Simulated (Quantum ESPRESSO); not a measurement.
Crystal: GaGe3.

```
Ge Ga
1.0
     4.27847    0.00000    0.00000
     0.00000    4.27847    0.00000
     0.00000    0.00000    4.27847
Ge Ga
3 1
Direct
  0.50000 0.50000 0.00000
  0.50000 0.00000 0.50000
  0.00000 0.50000 0.50000
  0.00000 0.00000 0.00000
```

The cell comes from a database or a generator and needn't be the stable form of this composition.

```yaml
Program: Quantum ESPRESSO 7.5
Task: single point
Functional: PBEsol
Potentials_or_basis: GBRV 1.5 PBEsol
Cutoff: 762 eV
Density_cutoff: 6095 eV
k_mesh: 6 × 6 × 6
Occupations: fermi-dirac, width 0.05 eV
Spin: no spin polarisation
```

On this cell: pressure -3.5 GPa; largest force zero by symmetry; band gap on the k mesh none (metal or under the smearing width).

The same run follows on a disturbed copy (atoms moved at random, drawn with an rms of 0.05 Å):

```
Ge Ga
1.0
     4.27847    0.00000    0.00000
     0.00000    4.27847    0.00000
     0.00000    0.00000    4.27847
Ge Ga
3 1
Direct
  0.50060 0.49937 0.99202
  0.51509 0.99312 0.49466
  0.01245 0.49265 0.49997
  0.00368 0.00652 0.00590
```

**Question.** What changes?

**Answer.** The energy (extrapolated to zero smearing) moves by -0.2 meV/atom; pressure -3.4 GPa; largest force 0.111 eV/Å; band gap on the k mesh none (metal or under the smearing width).

Forces in eV/Å, atoms in the order of the input:
```
Ge  -0.071  0.078 -0.033
Ge   0.042 -0.041  0.015
Ge   0.018  0.024  0.058
Ga   0.011 -0.062 -0.040
```

Stress tensor (GPa, compression positive):
```
-3.43  0.02 -0.03
 0.02 -3.49  0.01
-0.03  0.01 -3.40
```
